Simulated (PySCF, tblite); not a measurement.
# C4H13N3O2Si: geometry, infrared bands and NMR shifts

What infrared bands and NMR shifts should C4H13N3O2Si (`C[Si@](N)(O)NCCC(N)=O`) show?

Computed with tblite 0.8.0 and PySCF 2.14.0, with density-fitted response routines of our own, on a single molecule in the gas phase. Atoms count from 0, in the outputs and in this text.

## (1) The starting structure

23 atoms, charge 0, multiplicity 1; geometry from: force field or distance geometry start.

Bonds of the start (Å): C0–Si1 1.87, Si1–N2 1.81, Si1–O3 1.73, Si1–N4 1.79, N4–C5 1.45, C5–C6 1.49, C6–C7 1.49, C7–N8 1.42, C7–O9 1.25, C0–H10 1.10, C0–H11 1.11, C0–H12 1.10, N2–H13 1.04, N2–H14 1.03, O3–H15 0.98, N4–H16 1.04, C5–H17 1.12, C5–H18 1.12, C6–H19 1.12, C6–H20 1.10, N8–H21 1.04, N8–H22 1.06.

## (2) Geometry optimisation with GFN2-xTB

What the job is given:

```
{"job": {"kind": "relax", "xc": "GFN2-xTB", "basis": "xTB"}, "charge": 0, "multiplicity": 1}
C      2.719400     1.817100     0.416400
Si     1.787800     0.360300    -0.283500
N      2.126500    -1.089700     0.751500
O      2.263400     0.078300    -1.917900
N      0.013700     0.603600    -0.280100
C     -0.566200    -0.693800    -0.579800
C     -2.059400    -0.704200    -0.638500
C     -2.647700    -0.271600     0.665000
N     -4.050600    -0.199500     0.888700
O     -1.845800     0.022400     1.579600
H      2.372000     2.762800    -0.025700
H      2.589300     1.816800     1.515400
H      3.797000     1.684600     0.231800
H      1.843700    -0.870800     1.731200
H      3.114800    -1.364700     0.653200
H      3.188800     0.377700    -2.044400
H     -0.260800     1.260000    -1.032900
H     -0.182100    -1.418300     0.181200
H     -0.191900    -1.099800    -1.556100
H     -2.347100    -1.785900    -0.750000
H     -2.488900    -0.080600    -1.433700
H     -4.676500    -0.936200     0.492300
H     -4.504400     0.577300     1.446500
```

Launch:

```sh
> OMP_NUM_THREADS=1 python probes_run.py task.json out
```

The driver reads the jobs from task.json and runs them one after another.

**Question.** This job is followed by: GFN2-xTB harmonic vibrations, gas phase; GIAO PBE0/pcSseg-1 NMR shielding, non-relativistic, gas phase. What will the session give for the following? strongest single infrared mode (GFN2-xTB); zero-point energy (GFN2-xTB); 13C shifts against TMS (PBE0/pcSseg-1); 1H shifts against TMS (PBE0/pcSseg-1, means over atoms taken as alike); 29Si shifts against TMS (PBE0/pcSseg-1); 15N shifts against NH3 (PBE0/pcSseg-1); 17O shifts against H2O (PBE0/pcSseg-1); surface potential, 1st and 99th percentile.

**Answer**, as computed:

| quantity | value |
| --- | --- |
| strongest single infrared mode (GFN2-xTB) | 1752 cm⁻¹, 432 km/mol |
| zero-point energy (GFN2-xTB) | 115.6 kcal/mol |
| 13C shifts against TMS (PBE0/pcSseg-1) | 176.0, 46.4, 40.3, 3.1 ppm |
| 1H shifts against TMS (PBE0/pcSseg-1, means over atoms taken as alike) | 5.00, 4.73, 3.91, 2.99, 2.32, 1.58, 1.42, 1.25, 0.11, -0.06 ppm |
| 29Si shifts against TMS (PBE0/pcSseg-1) | -20.0 ppm |
| 15N shifts against NH3 (PBE0/pcSseg-1) | 124.3, 61.4, 26.0 ppm |
| 17O shifts against H2O (PBE0/pcSseg-1) | 407.6, 52.8 ppm |
| surface potential, 1st and 99th percentile | -1.78 V and 2.12 V |

What this shows: The optimisation took 268 steps and gained 1.770 eV; among the close pairs (by a distance rule), Si1–O3 changed most, from 1.725 to 1.635 Å. All 63 modes are real, so the xTB geometry is a minimum. The strongest single mode, at 1752 cm⁻¹, moves mainly C7 and O9. GFN2-xTB is a fitted tight-binding method: band positions and strengths are rough. Its intensities can rank the bands wrongly. At PBE0/pcSseg-1: The widest tensor belongs to O9: span 724 ppm, with a paramagnetic part of -478 ppm.
